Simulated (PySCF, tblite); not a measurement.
**C4HF5: dynamics, then NMR shifts on frames**

Aim: move C4HF5 (`C#CC(F)(F)C(F)(F)F`) away from its starting geometry and see how NMR shifts follow the geometry.

Programs: tblite 0.8.0 and PySCF 2.14.0, with density-fitted response routines of our own. Each step states its level of theory. These are calculated values for one molecule in the gas phase, unless marked as measured. Atoms count from 0, in the outputs and in this text.

## Step 1: The starting structure

10 atoms, charge 0, multiplicity 1; geometry from: GFN2-xTB.

Bonds of the start (Å): C0–C1 1.20, C1–C2 1.45, C2–F3 1.35, C2–F4 1.35, C2–C5 1.56, C5–F6 1.33, C5–F7 1.33, C5–F8 1.33, C0–H9 1.05.

## Step 2: A short Langevin run with GFN2-xTB

What the job is given:

```
{"job": {"kind": "md", "xc": "GFN2-xTB", "basis": "xTB", "temperature": 600, "steps": 2000, "every": 50, "frames": 5}, "charge": 0, "multiplicity": 1}
C      2.299675    -0.215253     0.066872
C      1.180512     0.186967    -0.060205
C     -0.181277     0.670389    -0.219143
F     -0.430764     1.065751    -1.490897
F     -0.433088     1.742141     0.570345
C     -1.199010    -0.453188     0.146431
F     -1.026425    -1.516458    -0.641214
F     -2.456995    -0.048676     0.016575
F     -1.024728    -0.854461     1.407067
H      3.280983    -0.572557     0.181640
```

With the program's defaults for keys left out, this is: GFN2-xTB Langevin dynamics, gas phase.

Launch:

```console
$ OMP_NUM_THREADS=1 python probes_run.py task.json out
```

One launch serves the whole session: the jobs run in the order shown.

The log of the run:

```text
t/fs     T/K      E/eV
    0.0   508.5   -888.45666
   25.0   274.2   -888.14811
   50.0   300.4   -887.94511
   75.0   497.7   -887.92473
  100.0   554.9   -887.96848
  125.0   503.4   -887.98412
  150.0   417.5   -887.76524
  175.0   647.5   -887.90313
  200.0   419.2   -887.79046
  225.0   563.7   -888.03209
  250.0   573.4   -887.93076
  275.0   353.0   -887.71942
  300.0   594.4   -887.81286
  325.0   780.3   -888.14081
  350.0   791.1   -888.06823
  375.0   413.5   -887.88148
  400.0   551.6   -888.01952
  425.0   552.3   -887.99154
  450.0   585.9   -887.78978
  475.0   792.0   -887.99228
  500.0   607.5   -887.50740
  525.0   492.7   -887.74374
  550.0   534.7   -887.63251
  575.0   589.3   -887.68087
  600.0   611.4   -887.54447
  625.0   848.4   -887.62200
  650.0   676.7   -887.70705
  675.0   815.3   -887.70460
  700.0   618.1   -887.30878
  725.0   916.7   -887.87092
  750.0   592.6   -887.38018
  775.0  1080.1   -887.60597
  800.0   649.4   -887.34440
  825.0  1157.9   -887.83497
  850.0   894.7   -887.54013
  875.0   827.9   -887.67324
  900.0   632.7   -887.64533
  925.0   797.0   -888.02932
  950.0   740.0   -887.89177
  975.0   735.0   -887.69773
 1000.0   803.1   -887.77945
```

Run time: 7.2 s. Hardware: 1 thread, shared host.

Distance from the start (root mean square after alignment): 0 fs 0.00 Å, 200 fs 0.20 Å, 400 fs 0.22 Å, 600 fs 0.25 Å, 800 fs 0.32 Å, 1000 fs 0.41 Å.

Positions (Å) and forces (eV/Å) at 1000 fs:

```xyz
10

C     1.289    1.125   -0.257    2.724    0.149    0.164
C     0.127    0.986   -0.154   -0.721   -0.362    0.771
C    -1.236    0.793    0.034   -3.542    0.144   -1.395
F    -1.776    0.546   -1.306    0.191    0.395    2.050
F    -1.876    1.900    0.561    0.449   -0.433   -1.043
C    -1.732   -0.350    0.990   -1.749    0.011   -0.181
F    -0.869   -1.307    1.137    1.492   -0.235    0.923
F    -2.815   -1.067    0.573    0.082    1.179   -0.211
F    -2.131    0.253    2.151    0.844   -1.028   -0.705
H     2.330    1.165   -0.160    0.230    0.181   -0.375
```

## Step 3: Nuclear shieldings: 250 fs, PBE0/pcSseg-1

What the job is given:

```
{"job": {"kind": "nmr", "xc": "PBE0", "basis": "pcSseg-1", "pop": false}, "charge": 0, "multiplicity": 1}
C      2.416300     0.134400     0.179500
C      1.234200     0.099100    -0.008200
C     -0.112500     0.441600    -0.409300
F     -0.258300     0.623700    -1.675000
F     -0.334600     1.684100     0.265500
C     -1.312500    -0.445100     0.042700
F     -1.277100    -1.639200    -0.644700
F     -2.500700     0.228400    -0.253600
F     -1.395100    -0.838300     1.247600
H      3.454500     0.216300     0.393100
```

Method: GIAO PBE0/pcSseg-1 NMR shielding, non-relativistic, gas phase.

The log of the run:

```text
coarse grid: 10400 points
cycle   1  E = -651.1104832171  dE =  1.632e+00  |g| = 1.182e+00  |ddm| = 3.066e+00
cycle   2  E = -650.7207686417  dE =  3.897e-01  |g| = 2.000e+00  |ddm| = 1.935e+00
cycle   3  E = -651.3437913688  dE = -6.230e-01  |g| = 1.864e-01  |ddm| = 1.261e+00
cycle   4  E = -651.3469605308  dE = -3.169e-03  |g| = 1.459e-01  |ddm| = 2.108e-01
cycle   5  E = -651.3519282153  dE = -4.968e-03  |g| = 2.931e-02  |ddm| = 9.867e-02
cycle   6  E = -651.3520896914  dE = -1.615e-04  |g| = 7.253e-03  |ddm| = 2.587e-02
cycle   7  E = -651.3520978269  dE = -8.136e-06  |g| = 2.112e-03  |ddm| = 5.713e-03
final grid: 108224 points
cycle   8  E = -651.4389955734  dE = -4.936e-05  |g| = 7.566e-03  |ddm| = 2.938e-02
cycle   9  E = -651.4389835151  dE =  1.206e-05  |g| = 1.197e-02  |ddm| = 1.334e-02
cycle  10  E = -651.4390056143  dE = -2.210e-05  |g| = 6.750e-04  |ddm| = 7.535e-03
cycle  11  E = -651.4390056562  dE = -4.188e-08  |g| = 4.738e-04  |ddm| = 7.888e-04
cycle  12  E = -651.4390056990  dE = -4.281e-08  |g| = 1.975e-04  |ddm| = 3.879e-04
cycle  13  E = -651.4390057081  dE = -9.114e-09  |g| = 4.571e-05  |ddm| = 1.491e-04
cycle  14  E = -651.4390057084  dE = -3.088e-10  |g| = 1.374e-05  |ddm| = 3.528e-05
converged SCF energy = -651.4390057084

GIAO shielding tensors (ppm)
atom      isotropic    diamagn.    paramagn.     s11        s22        s33       span
  0 C       91.207     255.252    -164.045     14.155     28.451    231.015    216.859
  1 C      109.924     265.021    -155.097      6.495     20.749    302.528    296.033
  2 C       75.693     234.138    -158.445     59.305     80.542     87.232     27.927
  3 F      297.549     469.634    -172.086    210.748    315.176    366.722    155.974
  4 F      225.344     474.044    -248.700     76.921    231.431    367.678    290.757
  5 C       54.255     240.594    -186.339     44.832     55.327     62.605     17.773
  6 F      237.336     472.739    -235.403    138.903    219.694    353.411    214.509
  7 F      237.964     471.341    -233.377    136.851    204.202    372.837    235.986
  8 F      272.152     470.225    -198.073    222.177    287.792    306.486     84.309
  9 H       28.564      31.167      -2.604     23.840     24.167     37.684     13.843
```

Wall time 20 s (1 thread, shared host).

Shifts follow as δ = σ(reference) − σ, with reference shieldings (ppm) from runs at the same level and on the same kind of geometry: ¹H TMS 31.72, ¹³C TMS 186.9, ¹⁹F CFCl3 170.9. The references are single molecules in the gas phase, so shifts against H2O, NH3, PH3, H3PO4 or CFCl3 are not on the usual liquid scales and can be off by tens of ppm. Each atom is listed at this fixed geometry, with no averaging over motion; a spectrum would average atoms that exchange fast.

| atoms | environment | σ (ppm) | δ (ppm) |
| --- | --- | --- | --- |
| C5 | CF3 carbon | 54.3 | 132.7 |
| C2 | propargylic fully substituted sp3 carbon bonded to 2 F | 75.7 | 111.2 |
| C0 | terminal alkyne carbon | 91.2 | 95.7 |
| C1 | alkyne carbon | 109.9 | 77.0 |
| H9 | hydrogen on a terminal alkyne carbon | 28.56 | 3.15 |
| F4 | fluorine of a CF2 group | 225.3 | -54.4 |
| F6 | fluorine of a CF3 group | 237.3 | -66.4 |
| F7 | fluorine of a CF3 group | 238.0 | -67.0 |
| F8 | fluorine of a CF3 group | 272.2 | -101.2 |
| F3 | fluorine of a CF2 group | 297.5 | -126.6 |

The fields below are evaluated on a grid from the run's orbitals.

Frontier orbitals at PBE0/pcSseg-1, with the share of their density that lies nearest to each atom:

| orbital | energy (eV) | lies on |
| --- | --- | --- |
| HOMO | -9.45 | C0, C1 about 43 % each; F4 8 % |
| LUMO | -0.88 | C0, C1 about 28 % each; C2 13 %; H9 11 % |

ELF in a plane through or near 6 of the atoms.

Ten even steps from ' ' (0.00) to '@' (1.00):
```
                                                        
                                                        
                                                        
                                                        
                                                        
                                    ....                
              ..----..    ....      ++**--..            
            ..--++**++::::----::  ::%%%%##--            
        ..++++++##%%##**%%--::**----##==%%**..          
        %%@@@@##--%%==..@@##==@@##++####%%**::          
      ::@@@@@@##++==--**##%%%%@@..::****##++..          
      ::@@@@@@%%::**##==**==--++  ..--..::::            
        %%@@@@%%**##%%##**..  ::----..                  
        ..**++==++******==      ....                    
              ..::--==--::                              
                  ....                                  
                                                        
                                                        
                                                        
                                                        
```
The map spans 12.1 Å across and 7.9 Å up, centred on the molecule. Atoms in the plane (x, y in Å): C0 (-2.4, -0.3), C1 (-1.2, -0.1), C2 (0.1, 0.5), C5 (1.4, -0.4), F7 (2.4, 0.5), H9 (-3.5, -0.4).

log10 of the density (e/Å³) in the same plane.

Ten even steps from ' ' (-4.0) to '@' (1.5):
```
                                                        
                                                        
                        ........                        
                  ......::------::..                    
              ......::::--======--::::::..              
          ..::::--------==++++++==--====----..          
        ..::----========++****++==++++++++==--          
      ..::--====++++++++**####**++++######++==..        
      ..--==++********######%%##****%%@@%%**==..        
    ..::==++**########%%##############%%##**==..        
    ..--==**####@@%%%%@@########%%%%####**++==..        
    ..--==**####%%######******######**++++==--          
    ..::==++************++++++**####**++==--..          
      ..--==++++++++++++======++****++==--..            
        ..------========------==++++++==::..            
          ..::::------::::::::--======--..              
            ....::::::::......::------::                
                                ......                  
                                                        
                                                        
```
The map spans 12.1 Å across and 7.9 Å up, centred on the molecule. Atoms in the plane (x, y in Å): C0 (-2.4, -0.3), C1 (-1.2, -0.1), C2 (0.1, 0.5), C5 (1.4, -0.4), F7 (2.4, 0.5), H9 (-3.5, -0.4).

On the surface of density 0.002 e/bohr³ the electrostatic potential runs, from the 1st to the 99th percentile, from -0.66 V near F4 to 2.19 V near H9.

## Step 4: NMR shieldings: 425 fs, PBE0/pcSseg-1

What the job is given:

```
{"job": {"kind": "nmr", "xc": "PBE0", "basis": "pcSseg-1", "pop": false}, "charge": 0, "multiplicity": 1}
C      1.944900    -0.651900     0.406400
C      1.055000    -0.025200    -0.137100
C     -0.373600     0.349100    -0.293100
F     -0.549400     0.832000    -1.552100
F     -0.907800     1.235400     0.593600
C     -1.273800    -0.915900    -0.330900
F     -0.933600    -1.735900    -1.286000
F     -2.567100    -0.629900    -0.592500
F     -1.028800    -1.630800     0.803100
H      2.829500    -1.104800     0.665000
```

Method: GIAO PBE0/pcSseg-1 NMR shielding, non-relativistic, gas phase.

The log of the run:

```text
coarse grid: 10400 points
cycle   1  E = -651.1195324933  dE =  1.586e+00  |g| = 1.163e+00  |ddm| = 2.926e+00
cycle   2  E = -650.7589532840  dE =  3.606e-01  |g| = 1.935e+00  |ddm| = 1.608e+00
cycle   3  E = -651.3410417074  dE = -5.821e-01  |g| = 2.052e-01  |ddm| = 1.055e+00
cycle   4  E = -651.3458010899  dE = -4.759e-03  |g| = 1.531e-01  |ddm| = 2.256e-01
cycle   5  E = -651.3515333582  dE = -5.732e-03  |g| = 2.049e-02  |ddm| = 9.809e-02
cycle   6  E = -651.3516140600  dE = -8.070e-05  |g| = 5.418e-03  |ddm| = 2.402e-02
cycle   7  E = -651.3516193492  dE = -5.289e-06  |g| = 1.631e-03  |ddm| = 4.475e-03
final grid: 108224 points
cycle   8  E = -651.4395280596  dE = -5.312e-05  |g| = 7.722e-03  |ddm| = 2.709e-02
cycle   9  E = -651.4395170518  dE =  1.101e-05  |g| = 1.182e-02  |ddm| = 1.291e-02
cycle  10  E = -651.4395382723  dE = -2.122e-05  |g| = 8.269e-04  |ddm| = 6.898e-03
cycle  11  E = -651.4395382761  dE = -3.788e-09  |g| = 7.997e-04  |ddm| = 9.856e-04
cycle  12  E = -651.4395384329  dE = -1.567e-07  |g| = 1.437e-04  |ddm| = 5.537e-04
cycle  13  E = -651.4395384377  dE = -4.785e-09  |g| = 2.998e-05  |ddm| = 1.296e-04
cycle  14  E = -651.4395384378  dE = -1.216e-10  |g| = 1.212e-05  |ddm| = 2.722e-05
converged SCF energy = -651.4395384378

GIAO shielding tensors (ppm)
atom      isotropic    diamagn.    paramagn.     s11        s22        s33       span
  0 C       84.974     258.072    -173.098      5.885     16.572    232.463    226.578
  1 C      105.344     262.228    -156.884      3.990     16.218    295.824    291.834
  2 C       69.964     237.931    -167.967     52.235     77.369     80.288     28.053
  3 F      297.469     472.110    -174.641    186.772    341.628    364.008    177.235
  4 F      289.216     472.037    -182.820    179.549    334.842    353.258    173.708
  5 C       56.580     243.774    -187.194     43.786     58.927     67.028     23.242
  6 F      260.938     471.284    -210.346    197.992    259.271    325.549    127.557
  7 F      267.714     469.658    -201.944    187.040    257.926    358.177    171.137
  8 F      253.899     474.073    -220.174    164.896    245.697    351.104    186.208
  9 H       29.950      31.753      -1.803     24.992     25.167     39.692     14.700
```

It took 15 s on 1 thread, shared host.

In short: δ C5 130.3, C2 117.0, C0 102.0, C1 81.6, H9 1.77 ppm.

[end of part 1 of 2]
